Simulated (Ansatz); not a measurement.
**SbH3 (singlet): wave-function methods side by side, def2-SVP**

One table from this session's results is given with a row withheld; the runs are named, their logs left out.

The runs use Ansatz 0.2.0, Gaussian basis; def2-SVP, core rule «outside noble gas», up to 9 orbitals frozen.

The runs, in order: UHF; CCSD(T) on RHF; BCCD(T) on RHF; CISD; CCSDT(Q) on RHF; CCSDTQ on RHF; CASSCF and MRCISD+Q, 8 electrons in 7 orbitals; CASSCF and MRCISD+Q(relaxed), 8 electrons in 7 orbitals; CASSCF and NEVPT2, 8 electrons in 7 orbitals.

1 further run of the same task is left out (set aside as unsound or not needed).

### The system

The geometry is a PBE0/def2-TZVP stationary point (not a proven minimum). No spin-orbit coupling is included. Elements past krypton take def2 core potentials.

4 atoms, charge 0, spin multiplicity 1.

Atoms are counted from 1 here; the program's logs count them from 0.

Bond lengths: Sb1–H2 1.708 Å, Sb1–H3 1.708 Å, Sb1–H4 1.708 Å. Angles: H2–Sb1–H3 91.4°, H2–Sb1–H4 91.4°, H3–Sb1–H4 91.4°.

The first run:

File in.yaml:

```yaml
crystal:
  periodic: [false, false, false]
  atoms:
    - {symbol: Sb, position_ang: [0.000114, -0.000006, -0.023295]}
    - {symbol: H, position_ang: [1.406538, 0.011908, 0.944916]}
    - {symbol: H, position_ang: [-0.720262, 1.216511, 0.934174]}
    - {symbol: H, position_ang: [-0.700068, -1.227677, 0.934918]}
basis:
  gaussian: {orbitals: def2-SVP}
magnetization: {spin_polarized: true, initial_magnetization: 0}
hamiltonian: {xc: hf}
output: {orbitals: {seedname: orbitals}}
```

The run is started by

```sh
$ ansatz run in.yaml --threads 1 --pin off --events-out ev --progress --plain --max-ram 4096MiB --backend cpu
```

Among the steps run: UHF; CCSD(T) on RHF; BCCD(T) on RHF; CISD; CCSDT(Q) on RHF; CCSDTQ on RHF; CASSCF and MRCISD+Q, 8 electrons in 7 orbitals; CASSCF and MRCISD+Q(relaxed), 8 electrons in 7 orbitals; CASSCF and NEVPT2, 8 electrons in 7 orbitals.

One of the session's tables, all rows but one given; the rest of the session is left out.

| method | from RCCSDTQ (meV) |
| --- | --- |
| RHF | +3827.5 |
| RMP2 | +854.0 |
| CISD | +292.0 |
| RCCSD | +98.1 |
| RCCSD(T) | +19.1 |
| BCCD(T) | +18.8 |
| RCCSDT | +3.4 |
| RCCSDT(Q) | +0.5 |
| RCCSDTQ | 0 |
| CASSCF valence | ? |
| NEVPT2 valence | +630.7 |
| MRCISD valence | +105.3 |
| MRCISD+Q valence | -3.9 |
| MRCISD+Q(relaxed) valence | -25.6 |

Estimate the missing values for CASSCF valence.

The run gave: from RCCSDTQ (meV): +2388.7. In the column «from RCCSDTQ (meV)» it lies between RMP2 (+854.0) and RHF (+3827.5).
